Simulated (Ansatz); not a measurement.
# AgRh (P-6m2) in Ansatz: equation of state

Aim: energy against volume of AgRh in PBEsol, for its equilibrium volume and stiffness.

Everything below comes from runs of Ansatz 0.2.0. Logs are shortened: lines on timing, memory, paths and dates and some standing lists are left out, and cuts for length are marked.

## (1) Starting point

Symmetry: P-6m2, No. 187, hexagonal system. The conventional cell has a = 2.778 Å, b = 2.778 Å, c = 4.809 Å, α = 90.00°, β = 90.00°, γ = 120.00°. Ag (site symmetry -6m2) has 6 Ag at 2.78 Å and 6 Rh at 2.89 Å as nearest neighbours. Rh (site symmetry -6m2) is surrounded by 6 Rh at 2.78 Å and 6 Ag at 2.89 Å.

The cell comes from a database or a generator and needn't be the stable form of this composition.

## (2) Single point, PBEsol, 15.10 Å³/atom (volume scaled by 0.94)

File input.yaml:

```yaml
crystal:
  lattice:
    - [2.7208868163, 0.0, 0.0]
    - [-1.3604434081, 2.3563571037, 0.0]
    - [0.0, 0.0, 4.7104397215]
  atoms:
    - { symbol: Ag, position: [0.0, 0.0, 0.5] }
    - { symbol: Rh, position: [0.6666666667, 0.3333333333, 0.0] }
hamiltonian:
  xc: pbesol
  pseudopotentials: { kind: paw }
kpoints:
  mp_grid: { grid: [11, 11, 6] }
scf:
  occupations: { method: fermi_dirac, width: 0.05 }
output:
  forces: true
  stress: true
  eigenvalues: true
```

Potentials or basis: Ansatz PAW.

Launch:

```bash
> ansatz run input.yaml --threads 2 --pin off --max-ram 5632MiB --backend cpu --events-out ev --progress --plain --runs-dir out
```

What it wrote:

```text
Warning: RAYON_NUM_THREADS=2 ignored (pool sized by the plan → 2); use --threads N
Engine: ansatz 0.2.0, aarch64-unknown-linux-gnu
Pseudopotentials: kind: paw
Pseudopotential: Ag, paw, valence charge 19, recommended cutoff 420 eV (normal), Ag.paw.azcp
Pseudopotential: Rh, paw, valence charge 17, recommended cutoff 420 eV (normal), Rh.paw.azcp
Functional definition: PBEsol
  exchange = pbesol_x
  correlation = pbesol_c
Crystal: 2 atoms, lattice volume = 30.200 Å³
Basis set: ecut = 420 eV, 597 PW (Γ), exchange–correlation on 40×40×64 points (8 copies of the dense FFT grid, shifted against one another)
Bands: 22, of which v1, the nominal top of the filled ones, is band 18 counted from 1 (17 counted from 0)
Symmetry: 12 space group operations
Space group: P-6m2 (ITA 187), of the structure as read, at distance tolerance 3.1e-5 Å
k-points: 64 of 726 (time reversal used)
Non-local potential: Ag, projectors of the file, l = 0: 3, l = 1: 2, l = 2: 2, l = 3: 1
Non-local potential: Rh, projectors of the file, l = 0: 3, l = 1: 2, l = 2: 2, l = 3: 1
PAW form: soft (Blöchl's): semilocal exchange-correlation on the pseudo side does not see the compensation charge
PAW frozen core: Ag, regenerated for the run's functional, and the local potential with it (the file was generated under x = pbe(κ = 0.804, μ = 0.2195149727645171), c = pbe(β = 0.06672455060314922))
PAW frozen core: Rh, regenerated for the run's functional, and the local potential with it (the file was generated under x = pbe(κ = 0.804, μ = 0.2195149727645171), c = pbe(β = 0.06672455060314922))
PAW one-centre angular grid: Ag, 590 points (default); XC on 64 Gauss nodes
PAW one-centre angular grid: Rh, 590 points (default); XC on 64 Gauss nodes
Initial density: superposition of atomic densities (neutral atoms: chi_scale 0, normalization atom), corrected by the library's trained network
Initial wavefunctions: pseudopotential atomic-orbital guess
Functional: x = pbesol(κ = 0.804, μ = 0.12345679012345678), c = pbesol(β = 0.046)
SCF iter   1: F=—  HF=-13860.458794 eV  |F-HF|=—  |Δ(HF+E_count)|=         —  Δρ=1.51e-2  dr2=3.98e-2  ethr=1.77e-3  ⟨swp⟩=5.0  Hψ=5441  notcnv=0
preconditioner: auto → Kerker (q_TF=auto, 2.809 Å⁻¹)  [metal: Δε(μ)=0.049 eV  Ē_g=9.542 eV  σ=0.050 eV  W_gap=0.24  n_scr=10 (ndim 8)  ℏωp=30.2 eV  f_vac=0.000  D(μ)=2.67/eV (n_scr^D=34)]
SCF iter   2: F=—  HF=-13860.450983 eV  |F-HF|=—  |Δ(HF+E_count)|=   7.81e-3  Δρ=5.83e-3  dr2=4.26e-3  ethr=1.11e-4  ⟨swp⟩=2.5  Hψ=2480  notcnv=0
SCF iter   3: F=—  HF=-13860.449550 eV  |F-HF|=—  |Δ(HF+E_count)|=   1.43e-3  Δρ=1.57e-3  dr2=5.41e-4  ethr=1.18e-5  ⟨swp⟩=2.6  Hψ=2305  notcnv=0
SCF iter   4: F=—  HF=-13860.449422 eV  |F-HF|=—  |Δ(HF+E_count)|=   1.27e-4  Δρ=4.81e-4  dr2=9.22e-5  ethr=1.50e-6  ⟨swp⟩=1.1  Hψ=1478  notcnv=0
SCF iter   5: F=—  HF=-13860.449389 eV  |F-HF|=—  |Δ(HF+E_count)|=   3.36e-5  Δρ=2.25e-4  dr2=3.97e-5  ethr=2.56e-7  ⟨swp⟩=2.2  Hψ=2119  notcnv=0
SCF iter   6: F=—  HF=-13860.449381 eV  |F-HF|=—  |Δ(HF+E_count)|=   7.33e-6  Δρ=7.56e-5  dr2=1.43e-6  ethr=1.10e-7  ⟨swp⟩=1.1  Hψ=1417  notcnv=0
SCF iter   7: F=-13860.449381 eV  HF=-13860.449381 eV  |F-HF|=1.33e-8  |Δ(HF+E_count)|=   2.72e-7  Δρ=1.41e-5  dr2=3.44e-8  ethr=2.78e-10  ⟨swp⟩=3.1  Hψ=6128  notcnv=0
SCF 1 converged in 7 iterations: F = -13860.449381 eV  dr2 = 3.44e-8
SCF converged after 7 iterations
Free energy (F): -13860.449381 eV
Harris-Foulkes:  -13860.449381 eV  (|F-HF|=1.33e-8)
Internal energy: -13860.425538 eV  (E = F + TS)
E sigma→0 (E₀):  -13860.437459 eV
Entropy (-TS):   -0.023843 eV (-11.922 meV/atom)
Fermi energy:    19.415987 eV
--- Per-component energies (eV) ---
  E_band       = -310.819622
  E_kinetic    = 1100.718574
  E_local      = -3712.712028  (includes V_loc(G=0)·N_el)
  E_nonlocal   = 440.195986
  E_hartree    = 1528.065921
  E_xc         = -404.138533
  E_vxc        = -512.137391  (∫ρ·V_xc dr)
  E_paw        = -7358.571099  (= ΣΔE_a)
  E_vpaw       = -683.010469  (= ΣTr[D̂ρ^β])
  E_aug_tail   = 0.001134  (compensation charges beyond the density's cutoff)
  E_ewald      = -5454.584434
  E_core_change = 0.598939  (= ΣΔE_core)
  E_smearing   = -0.023843  (= −TS)
  E_closure    = 0.000000  (closes the sum)
  Σ components = -13860.449381   (vs F -13860.449381, Δ=0.00e0)
--- Forces (eV/Å), atoms counted from 1 ---
  atom   1  Ag    -0.00000000     0.00000000     0.00000000
  atom   2  Rh    -0.00000000     0.00000000     0.00000000
  max |Σ_I F_I| component: 3.70e-17 eV/Å
--- Stress (GPa, compression-positive) ---
       -0.218669       0.000000       0.000000
        0.000000      -0.218669       0.000000
        0.000000       0.000000      -2.196288
  P = ⅓ Tr σ = -0.8779 GPa (-8.779 kbar)
--- Band table (eV; the first three rows and the last of 64) ---
  k-point 0: bands = ["-72.1728", "-58.5167", "-35.6622", "-35.5530", "-35.5530", "-26.2886", "-26.2253", "-26.2253", "11.7336", "13.2968", "14.9758", "14.9758", "15.9014", "16.2762", "16.2762", "17.4526", "17.4526", "19.3819", "19.5617", "19.5617", "25.1708", "35.9907"]
  k-point 1: bands = ["-72.1728", "-58.5167", "-35.6617", "-35.5530", "-35.5530", "-26.2898", "-26.2253", "-26.2253", "11.9364", "13.3519", "14.9646", "14.9646", "15.8154", "16.2470", "16.2470", "17.5131", "17.5131", "18.5059", "19.5536", "19.5536", "26.4241", "35.3761"]
  k-point 2: bands = ["-72.1728", "-58.5168", "-35.6608", "-35.5530", "-35.5530", "-26.2922", "-26.2254", "-26.2254", "12.4213", "13.5444", "14.9439", "14.9439", "15.4974", "16.1892", "16.1892", "17.1650", "17.6369", "17.6369", "19.5316", "19.5316", "29.0004", "34.2372"]
  k-point 63: bands = ["-72.1423", "-58.4441", "-35.7512", "-35.7031", "-35.6257", "-26.6192", "-26.5232", "-26.2132", "14.1184", "14.4316", "14.7471", "14.7765", "15.2614", "16.7441", "17.3021", "17.8166", "18.2645", "19.4718", "24.4670", "25.9992", "26.9290", "28.1583"]
```

Run time: 1.6 s. Hardware: 2 threads of Arm Neoverse V2, shared host; peak memory 0.33 GiB.

What came out:

| Property | Result |
| --- | --- |
| Free energy | -13860.4494 eV |
| Pressure | -0.9 GPa |
| Band gap on the k mesh | none (metal or under the smearing width) |

Caveat: the PAW data sets come from PBE, with cores solved anew for the run's functional, which leaves a small shift of forces and pressure.

## (3) Single point, PBEsol, 15.42 Å³/atom (volume scaled by 0.96)

input.yaml, as its differences from that of step 2:

```diff
@@ -2,5 +2,5 @@
   lattice:
-    - [2.7208868163, 0.0, 0.0]
-    - [-1.3604434081, 2.3563571037, 0.0]
-    - [0.0, 0.0, 4.7104397215]
+    - [2.7400486223, 0.0, 0.0]
+    - [-1.3700243112, 2.3729517146, 0.0]
+    - [0.0, 0.0, 4.7436129252]
   atoms:
```

Potentials or basis: Ansatz PAW.

Launch:

```bash
> ansatz run input.yaml --threads 2 --pin off --max-ram 5632MiB --backend cpu --events-out ev --progress --plain --runs-dir out
```

Run time: 1.7 s. Hardware: 2 threads of Arm Neoverse V2, shared host; peak memory 0.33 GiB.

Results (log left out):

* Free energy: -13860.4383 eV
* Pressure: -4.6 GPa
* Band gap on the k mesh: none (metal or under the smearing width)

Caveat: the PAW data sets come from PBE, with cores solved anew for the run's functional, which leaves a small shift of forces and pressure.

## (4) Single point, PBEsol, 15.74 Å³/atom (volume scaled by 0.98)

input.yaml, as its differences from that of step 3:

```diff
@@ -2,5 +2,5 @@
   lattice:
-    - [2.7400486223, 0.0, 0.0]
-    - [-1.3700243112, 2.3729517146, 0.0]
-    - [0.0, 0.0, 4.7436129252]
+    - [2.7589461066, 0.0, 0.0]
+    - [-1.3794730533, 2.389317416, 0.0]
+    - [0.0, 0.0, 4.7763285309]
   atoms:
@@ -19 +19,5 @@
   eigenvalues: true
+  write_density: true
+  write_potential: true
+  elf: true
+  volumetric_format: npy
```

Launch:

```bash
> ansatz run input.yaml --threads 2 --pin off --max-ram 5632MiB --backend cpu --events-out ev --progress --plain --runs-dir out
```

It took 2.2 s on 2 threads of Arm Neoverse V2, shared host; peak memory 0.34 GiB.

The run converged. Its results:

```
Free energy            : -13860.4133 eV
Pressure               : -7.8 GPa
Band gap on the k mesh : none (metal or under the smearing width)
```

Caveat: the PAW data sets come from PBE, with cores solved anew for the run's functional, which leaves a small shift of forces and pressure.

## (5) Single point, PBEsol, 16.06 Å³/atom

input.yaml, as its differences from that of step 4:

```diff
@@ -2,5 +2,5 @@
   lattice:
-    - [2.7589461066, 0.0, 0.0]
-    - [-1.3794730533, 2.389317416, 0.0]
-    - [0.0, 0.0, 4.7763285309]
+    - [2.7775881998, 0.0, 0.0]
+    - [-1.3887940999, 2.4054619423, 0.0]
+    - [0.0, 0.0, 4.808602]
   atoms:
```

Potentials or basis: Ansatz PAW.

Launch:

```bash
> ansatz run input.yaml --threads 2 --pin off --max-ram 5632MiB --backend cpu --events-out ev --progress --plain --runs-dir out
```

What it wrote:

```text
Warning: RAYON_NUM_THREADS=2 ignored (pool sized by the plan → 2); use --threads N
[... 7 set-up lines as earlier in the session ...]
Crystal: 2 atoms, lattice volume = 32.128 Å³
Basis set: ecut = 420 eV, 641 PW (Γ), exchange–correlation on 40×40×72 points (8 copies of the dense FFT grid, shifted against one another)
Bands: 22, of which v1, the nominal top of the filled ones, is band 18 counted from 1 (17 counted from 0)
[... 1 set-up line as earlier in the session ...]
Space group: P-6m2 (ITA 187), of the structure as read, at distance tolerance 3.2e-5 Å
k-points: 64 of 726 (time reversal used)
[... 8 set-up lines as earlier in the session ...]
[... 20 lines left out ...]
  E_band       = -359.567014
  E_kinetic    = 1097.930039
  E_local      = -3885.071689  (includes V_loc(G=0)·N_el)
  E_nonlocal   = 440.607548
  E_hartree    = 1590.245091
  E_xc         = -402.700895
  E_vxc        = -510.205992  (∫ρ·V_xc dr)
  E_paw        = -7358.725770  (= ΣΔE_a)
  E_vpaw       = -683.307353  (= ΣTr[D̂ρ^β])
  E_aug_tail   = 0.001163  (compensation charges beyond the density's cutoff)
  E_ewald      = -5343.235140
  E_core_change = 0.598939  (= ΣΔE_core)
  E_smearing   = -0.025584  (= −TS)
  E_closure    = 0.000000  (closes the sum)
  Σ components = -13860.376298   (vs F -13860.376298, Δ=0.00e0)
--- Forces (eV/Å), atoms counted from 1 ---
  atom   1  Ag    -0.00000000    -0.00000000    -0.00000000
  atom   2  Rh     0.00000000     0.00000000     0.00000000
  max |Σ_I F_I| component: 3.70e-17 eV/Å
--- Stress (GPa, compression-positive) ---
      -10.536975       0.000000      -0.000000
        0.000000     -10.536975      -0.000000
       -0.000000      -0.000000     -10.725625
  P = ⅓ Tr σ = -10.5999 GPa (-105.999 kbar)
--- Band table (eV; the first three rows and the last of 64) ---
  k-point 0: bands = ["-73.5263", "-59.9456", "-37.0115", "-36.9311", "-36.9311", "-27.7088", "-27.7007", "-27.7007", "10.6491", "12.1649", "13.6827", "13.6827", "14.6434", "14.8607", "14.8607", "16.0934", "16.0934", "17.9930", "18.0097", "18.0097", "23.1883", "34.3513"]
  k-point 1: bands = ["-73.5263", "-59.9456", "-37.0112", "-36.9311", "-36.9311", "-27.7096", "-27.7007", "-27.7007", "10.8423", "12.2124", "13.6732", "13.6732", "14.5584", "14.8394", "14.8394", "16.1412", "16.1412", "17.1260", "18.0025", "18.0025", "24.4365", "33.7124"]
  k-point 2: bands = ["-73.5263", "-59.9457", "-37.0106", "-36.9311", "-36.9311", "-27.7111", "-27.7007", "-27.7007", "11.3100", "12.3799", "13.6554", "13.6554", "14.2311", "14.7960", "14.7960", "15.8528", "16.2402", "16.2402", "17.9837", "17.9837", "26.9701", "32.3499"]
  k-point 63: bands = ["-73.5035", "-59.8905", "-37.0880", "-37.0501", "-36.9835", "-28.0178", "-27.9406", "-27.6492", "12.9364", "13.2162", "13.5308", "13.5388", "13.9685", "15.4369", "15.9511", "16.4161", "16.7710", "17.9116", "22.7175", "24.1419", "24.9729", "26.1241"]
```

Wall time 2.4 s (2 threads of Arm Neoverse V2, shared host); peak memory 0.34 GiB.

What came out:

| Item | Value |
| --- | --- |
| Free energy | -13860.3763 eV |
| Pressure | -10.6 GPa |
| Band gap on the k mesh | none (metal or under the smearing width) |

Caveat: the PAW data sets come from PBE, with cores solved anew for the run's functional, which leaves a small shift of forces and pressure.

## (6) Single point, PBEsol, 16.39 Å³/atom (volume scaled by 1.02)

input.yaml, as its differences from that of step 5:

```diff
@@ -2,5 +2,5 @@
   lattice:
-    - [2.7775881998, 0.0, 0.0]
-    - [-1.3887940999, 2.4054619423, 0.0]
-    - [0.0, 0.0, 4.808602]
+    - [2.7959833597, 0.0, 0.0]
+    - [-1.3979916799, 2.4213926181, 0.0]
+    - [0.0, 0.0, 4.8404479744]
   atoms:
```

Potentials or basis: Ansatz PAW.

Launch:

```bash
> ansatz run input.yaml --threads 2 --pin off --max-ram 5632MiB --backend cpu --events-out ev --progress --plain --runs-dir out
```

Run time: 2.5 s. Hardware: 2 threads of Arm Neoverse V2, shared host; peak memory 0.35 GiB.

The run converged. Its results:

| Property | Result |
| --- | --- |
| Free energy | -13860.3288 eV |
| Pressure | -13.0 GPa |
| Band gap on the k mesh | none (metal or under the smearing width) |

Caveat: the PAW data sets come from PBE, with cores solved anew for the run's functional, which leaves a small shift of forces and pressure.

## (7) Single point, PBEsol, 16.71 Å³/atom (volume scaled by 1.04)

File input.yaml:

```yaml
crystal:
  lattice:
    - [2.8141396046, 0.0, 0.0]
    - [-1.4070698023, 2.4371163874, 0.0]
    - [0.0, 0.0, 4.8718803355]
  atoms:
    - { symbol: Ag, position: [0.0, 0.0, 0.5] }
    - { symbol: Rh, position: [0.6666666667, 0.3333333333, 0.0] }
hamiltonian:
  xc: pbesol
  pseudopotentials: { kind: paw }
kpoints:
  mp_grid: { grid: [11, 11, 6] }
scf:
  occupations: { method: fermi_dirac, width: 0.05 }
output:
  forces: true
  stress: true
  eigenvalues: true
```

Launch:

```bash
> ansatz run input.yaml --threads 2 --pin off --max-ram 5632MiB --backend cpu --events-out ev --progress --plain --runs-dir out
```

It took 1.8 s on 2 threads of Arm Neoverse V2, shared host; peak memory 0.34 GiB.

Results (log left out):

```
Free energy            : -13860.2722 eV
Pressure               : -15.1 GPa
Band gap on the k mesh : none (metal or under the smearing width)
```

Caveat: the PAW data sets come from PBE, with cores solved anew for the run's functional, which leaves a small shift of forces and pressure.

## (8) Single point, PBEsol, 17.03 Å³/atom (volume scaled by 1.06)

input.yaml, as its differences from that of step 7:

```diff
@@ -2,5 +2,5 @@
   lattice:
-    - [2.8141396046, 0.0, 0.0]
-    - [-1.4070698023, 2.4371163874, 0.0]
-    - [0.0, 0.0, 4.8718803355]
+    - [2.8320645439, 0.0, 0.0]
+    - [-1.416032272, 2.4526398402, 0.0]
+    - [0.0, 0.0, 4.9029122571]
   atoms:
```

Launch:

```bash
> ansatz run input.yaml --threads 2 --pin off --max-ram 5632MiB --backend cpu --events-out ev --progress --plain --runs-dir out
```

Wall time 1.8 s (2 threads of Arm Neoverse V2, shared host); peak memory 0.34 GiB.

Results (log left out):

* Free energy: -13860.2077 eV
* Pressure: -17.0 GPa
* Band gap on the k mesh: none (metal or under the smearing width)

Caveat: the PAW data sets come from PBE, with cores solved anew for the run's functional, which leaves a small shift of forces and pressure.

## (9) Equation of state, PBEsol

Potentials or basis: Ansatz PAW.

No new run: the results of the series are fitted here.

Results:

| Property | Result |
| --- | --- |
| Equilibrium volume | 15.03 Å³/atom (rough: see the caveat) |
| Bulk modulus at fixed shape and positions | 191 GPa (rough) |

Energy against volume, from the lowest point:
| volume (Å³/atom) | energy (meV/atom) |
| --- | --- |
| 15.100 | 0.00 |
| 15.421 | 5.55 |
| 15.743 | 18.03 |
| 16.064 | 36.54 |
| 16.385 | 60.30 |
| 16.707 | 88.60 |
| 17.028 | 120.85 |

Caveat: the minimum lies outside the volumes run; the cell was scaled at fixed shape and fractional positions, which overstates the stiffness of a crystal with free parameters, most of all of layers and chains.
